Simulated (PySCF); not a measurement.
**RuNBr: relaxation and vibrations of the quintet**

The task is one start of a wider search on RuNBr: the quintet, from a bent start. It is relaxed, tested by its Hessian and followed downhill if it is a saddle.

Program: PySCF 2.14.0. Level of theory: PBE0, basis Ru def2-TZVP with ECP28, N def2-TZVP, Br def2-TZVP, scalar-relativistic core potentials, no spin–orbit coupling, density fitting. These are calculated values, not measurements.

## Step 1: Starting geometry

3 atoms, charge 0, spin multiplicity 5.

Bond lengths: Ru1–N2 1.740 Å, Ru1–Br3 2.390 Å. Angles: N2–Ru1–Br3 110.0°.

Coordinates in bohr (charge 0 multiplicity 5):
```
Ru    0.0000    0.0000    0.0000
N    -2.6934    0.0000    1.8859
Br    3.6997    0.0000    2.5904
```

## Step 2: Finding the electronic state

The steps below are one call of a driver around PySCF. For each, scf.py gives the equivalent set-up of the SCF; relaxations use the driver's own optimiser. After this first run the driver tries any further starts and a stability analysis.

Input file scf.py:

```python
from pyscf import gto, scf, dft
mol = gto.M(atom='''
Ru     0.000000     0.000000     0.000000
N     -1.425300     0.000000     0.998000
Br     1.957800     0.000000     1.370800''',
    basis={'Ru': 'def2-TZVP', 'N': 'def2-TZVP', 'Br': 'def2-TZVP'},
    ecp={'Ru': 'def2-TZVP'},
    charge=0, spin=4)
mf = dft.UKS(mol, xc='PBE0')
mf.grids.atom_grid = (50, 194)
aux = {'Ru': 'def2-universal-JKFIT', 'N': 'def2-universal-JKFIT', 'Br': 'def2-universal-JKFIT'}
mf = mf.density_fit(auxbasis=aux)
mf.conv_tol = 1e-08
mf.diis_space = 10
mf.max_cycle = 60
mf.init_guess = 'minao'
mf.verbose = 4
mf.kernel()
```

On the command line:

```bash
$ OMP_NUM_THREADS=4 python axn.py task.json out
```

Standard output:

```text
init E= -2714.4618809588
[... the frontier-level lines of each cycle are left out ...]
cycle= 1 E= -2721.85896307603  delta_E= -7.4  |g|= 1.75  |ddm|= 3.17
cycle= 2 E= -2709.86730111979  delta_E=   12  |g|= 3.65  |ddm|=  8.2
cycle= 3 E= -2722.56812622686  delta_E= -12.7  |g|= 1.07  |ddm|= 8.15
cycle= 4 E= -2722.96086945149  delta_E= -0.393  |g|= 0.947  |ddm|= 1.34
cycle= 5 E= -2723.21676061814  delta_E= -0.256  |g|= 0.508  |ddm|= 0.646
cycle= 6 E= -2723.3143205876  delta_E= -0.0976  |g|= 0.395  |ddm|= 0.419
cycle= 7 E= -2723.37014716717  delta_E= -0.0558  |g|= 0.172  |ddm|= 0.179
cycle= 8 E= -2723.38364422254  delta_E= -0.0135  |g|= 0.0711  |ddm|= 0.131
cycle= 9 E= -2723.38632118894  delta_E= -0.00268  |g|= 0.017  |ddm|= 0.0658
cycle= 10 E= -2723.3865022078  delta_E= -0.000181  |g|= 0.00412  |ddm|= 0.0192
cycle= 11 E= -2723.3865293037  delta_E= -2.71e-05  |g|= 0.00204  |ddm|= 0.00703
cycle= 12 E= -2723.38655089275  delta_E= -2.16e-05  |g|= 0.00131  |ddm|= 0.00915
cycle= 13 E= -2723.38655836611  delta_E= -7.47e-06  |g|= 0.000598  |ddm|= 0.00682
cycle= 14 E= -2723.38655970854  delta_E= -1.34e-06  |g|= 0.000339  |ddm|= 0.00245
cycle= 15 E= -2723.3865602022  delta_E= -4.94e-07  |g|= 0.000161  |ddm|= 0.00153
cycle= 16 E= -2723.38656033223  delta_E= -1.3e-07  |g|= 6.88e-05  |ddm|= 0.000878
cycle= 17 E= -2723.38656035963  delta_E= -2.74e-08  |g|= 3.92e-05  |ddm|= 0.000447
cycle= 18 E= -2723.38656036532  delta_E= -5.68e-09  |g|= 2.21e-05  |ddm|= 0.00019
Extra cycle  E= -2723.38656036505  delta_E= 2.62e-10  |g|= 6.17e-05  |ddm|= 7.02e-05
converged SCF energy = -2723.38656036505  <S^2> = 6.0334362  2S+1 = 5.0133566
```

This step, with its further starts and checks, ran for 18 s (4 threads of Arm Neoverse V1, shared host).

Energies from each starting density:

| start | energy (Eh) |
| --- | --- |
| the minimal-basis guess | -2723.386560 |
| a thermally smeared density | -2723.386560 |
| a smeared PBE density | -2723.386560 |

No lower solution of this spin turned up from the other starts or in the test of internal stability.

## Step 3: Bent start, quintet: relaxation

The program finds Cs symmetry in the start, which this walk keeps. The walk stops when the largest gradient is under 0.0003 Eh/bohr and the energy has settled too.

Edit scf.py of step 2 so:

```diff
@@ -3,3 +3,3 @@
-Ru     0.000000     0.000000     0.000000
-N     -1.425300     0.000000     0.998000
-Br     1.957800     0.000000     1.370800''',
+Ru    -0.690605     0.000000    -0.627003
+N     -2.115905     0.000000     0.370997
+Br     1.267195     0.000000     0.743797''',
@@ -16 +15,0 @@
-mf.init_guess = 'minao'
```

Steps of the walk:

| step | energy (Eh) | change (kJ/mol) | largest symmetric gradient (Eh/bohr) |
| --- | --- | --- | --- |
| 0 | -2723.386560 | 0.00 | 0.03660 |
| 1 | -2723.390549 | -10.47 | 0.00592 |
| 2 | -2723.390733 | -10.95 | 0.00239 |
| 3 | -2723.390795 | -11.12 | 0.00085 |
| 4 | -2723.390798 | -11.13 | 0.00031 |
| 5 | -2723.390799 | -11.13 | 0.00003 |

The walk took 18 s.

Geometry (Å) and forces (eV/Å) at some steps:

```
step 0
Ru  -0.691   0.000  -0.627  -1.536   0.000   1.883
N   -2.116   0.000   0.371   1.825   0.000  -1.504
Br   1.267   0.000   0.744  -0.289   0.000  -0.379
step 1
Ru  -0.705   0.000  -0.582  -0.022   0.000   0.305
N   -2.101   0.000   0.341   0.053   0.000  -0.176
Br   1.266   0.000   0.729  -0.031   0.000  -0.129
step 3
Ru  -0.701   0.000  -0.549  -0.029   0.000  -0.016
N   -2.127   0.000   0.320  -0.015   0.000  -0.002
Br   1.288   0.000   0.717   0.044   0.000   0.018
step 5
Ru  -0.702   0.000  -0.547  -0.002   0.000  -0.001
N   -2.131   0.000   0.318   0.000   0.000   0.001
Br   1.293   0.000   0.717   0.002   0.000   0.000
```

It settles in Cs symmetry, 11.1 kJ/mol below the start, after 5 steps: Ru–Br 2.362 Å, Ru–N 1.670 Å; Br–Ru–N 116.5°.

## Step 4: Frequencies

On the finer grid the gradient is checked again; gradients at displacements of ±0.02 bohr then give force constants and infrared intensities.

Edit scf.py of step 3 so:

```diff
@@ -3,3 +3,3 @@
-Ru    -0.690605     0.000000    -0.627003
-N     -2.115905     0.000000     0.370997
-Br     1.267195     0.000000     0.743797''',
+Ru    -0.705509     0.000000    -0.575317
+N     -2.132918     0.000000     0.291677
+Br     1.288290     0.000000     0.689855''',
@@ -10 +10 @@
-mf.grids.atom_grid = (50, 194)
+mf.grids.atom_grid = (75, 302)
@@ -13 +13 @@
-mf.conv_tol = 1e-08
+mf.conv_tol = 1e-10
```

The driver hands on the density of the step before, so the log starts near convergence.

Log of the central SCF (cycles and frontier levels):

```text
init E= -2723.39078583227
[... the frontier-level lines of each cycle are left out ...]
cycle= 1 E= -2723.39078583227  delta_E= -3.64e-12  |g|= 1.45e-06  |ddm|= 3.49e-06
Extra cycle  E= -2723.39078583227  delta_E= 4.55e-13  |g|= 3.81e-06  |ddm|= 3.97e-06
converged SCF energy = -2723.39078583227  <S^2> = 6.0259085  2S+1 = 5.0103527
```

The whole step took 70 s.

Geometry: Cs; Ru–Br 2.361 Å, Ru–N 1.670 Å; Br–Ru–N 116.3°.

Modes, for the most abundant isotopes:

| symmetry | ω (cm⁻¹) | IR (km/mol) |
| --- | --- | --- |
| a' | 166 | 2.8 |
| a' | 292 | 22.9 |
| a' | 961 | 47.5 |

No imaginary mode, so this is a minimum.

Constants and moments:

```
Dipole moment                                                   : 2.41 D
Highest occupied level                                          : -6.59 eV
Lowest empty level                                              : -4.48 eV
Rotational constants                                            : 0.6846, 0.05748, 0.05303 cm⁻¹
Zero-point energy                                               : 8.5 kJ/mol
Principal polarisabilities                                      : 43.5, 58.7, 88.4 bohr³
Atomisation energy without zero-point energy                    : 632 kJ/mol
Principal traceless quadrupole moments about the centre of mass : -7.60, 2.97, 4.63 D Å
Entropy at 298.15 K and 1 bar (electronic part: spin only)      : 314.3 J/(mol K)
Heat capacity Cp at 298.15 K                                    : 50.0 J/(mol K)
Enthalpy at 298.15 K above 0 K                                  : 12.78 kJ/mol
Rotational symmetry number                                      : 1
Spin squared ⟨S²⟩                                               : 6.026
```

Charges (e) and bond orders:

```
atom  Mulliken  Löwdin  polar tensor  spin (Mulliken)  Mayer order to Ru1
 Ru1      0.78    0.21          0.76             2.94                   –
  N2     -0.45   -0.25         -0.34             0.89                2.36
 Br3     -0.33    0.05         -0.42             0.17                1.07
```

Outer orbital energies (eV). α occupied: -11.63, -11.09, -11.04, -9.23, -8.75, -8.70, -6.86, -6.59; empty: -2.81, -1.44, -0.17, 0.93. β occupied: -21.45, -20.32, -11.02, -10.23, -9.69, -9.63, -8.90, -8.34; empty: -4.48, -4.37, -3.01, -2.14.

Mulliken populations on Ru1 (outside its core potential): s 2.53, p 6.33, d 6.35, f 0.01.

## Step 5: Results

```
                                          quantity                                        value
                                           minimum                                  quintet, Cs
                                          geometry  Ru–Br 2.361 Å, Ru–N 1.670 Å; Br–Ru–N 116.3°
                                wavenumbers (cm⁻¹)                 166 (a'), 292 (a'), 961 (a')
                                     dipole moment                                       2.41 D
highest occupied, lowest empty level (either spin)                              -6.59, -4.48 eV
                        polar-tensor charge of Ru1                                      +0.76 e
                                 zero-point energy                                   8.5 kJ/mol
                               entropy at 298.15 K                              314.3 J/(mol K)
         atomisation energy (no zero-point energy)                                   632 kJ/mol
                                              ⟨S²⟩                                        6.026
```

The molecule stays Cs, as typed, and the end point is a minimum. In the infrared the band at 961 cm⁻¹ (a', stretch) leads. Most of the spin sits on Ru1 (Mulliken spin 2.94, against 4 for the whole molecule). Only this shape and spin were tried, so other structures or states may lie lower. Open d and f shells are described by one determinant, and the ground state may have another occupation or spin.

The search up to here took 1.8 min.
